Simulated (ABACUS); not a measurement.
The system is Ba2Tl5V3O12.

```xyz
22
Lattice="8.1542 0.0000 0.0000 -4.0771 7.0618 0.0000 0.0000 0.0000 6.9213" Properties=species:S:1:pos:R:3 pbc="T T T"
Ba    0.0000    0.0000    1.6301
Ba    0.0000    0.0000    5.2912
V     4.0771    0.0000    0.0000
V    -2.0386    3.5309    0.0000
V     2.0386    3.5309    0.0000
Tl    4.0771    0.0000    3.4606
Tl   -2.0386    3.5309    3.4606
Tl    2.0386    3.5309    3.4606
Tl    0.0000    4.7079    1.5565
Tl    4.0771    2.3539    5.3648
O     1.3636    2.4246    5.6370
O     1.2955    7.0304    5.6370
O    -2.6592    4.6685    5.6370
O     1.4179    2.3932    1.2843
O     5.4407    4.6372    1.2843
O     5.3726    0.0314    1.2843
O     2.7135    4.6372    1.2843
O     2.7816    0.0314    1.2843
O     6.7363    2.3932    1.2843
O     2.6592    4.6685    5.6370
O    -1.3636    2.4246    5.6370
O    -1.2955    7.0304    5.6370
```

The cell was built by a generator and needn't be a form met in nature.

Program: ABACUS 3.10.1. Alike in all runs: task single point; spin collinear, ferromagnetic start; cell as given; smearing fermi-dirac 0.05 eV.

Q: Order these runs on this cell by their pressure, lowest first.
A. level PBE; potentials or basis Ansatz NC PBE, plane waves; k mesh 3 × 3 × 3; cutoff (eV) 1252; radial cutoff of the potentials (pseudo_rcut) 7 bohr; SCF threshold on the density 1e-08; eigensolver dav; mesh quality not flagged
B. level r2SCAN; potentials or basis SG15 ONCV 1.2 PBE, DZP LCAO (the cutoffs set its grid); k mesh 2 × 2 × 2; cutoff (eV) 1361; radial cutoff of the potentials (pseudo_rcut) 7 bohr; SCF threshold on the density 1e-07; eigensolver genelpa; mesh quality coarse
C. level PBEsol; potentials or basis GBRV ultrasoft 1.5 PBEsol, plane waves; k mesh 3 × 3 × 3; cutoff (eV) 544; radial cutoff of the potentials (pseudo_rcut) 10 bohr; SCF threshold on the density 1e-08; eigensolver dav; mesh quality not flagged

A: C (-4.2 GPa), B (-1.9 GPa), A (0.1 GPa).

Caveats: some runs use coarse meshes; there are fewer bands than atomic start orbitals, so a level may be missed at k points of high symmetry (some runs); the atomic orbitals were generated for these runs and aren't a published set (some runs); the potentials were made for another functional, which shifts forces and pressure (some runs); the basis of atomic orbitals isn't converged, which shifts pressures, moduli and gaps (some runs).

Not every run made on this cell is shown here.
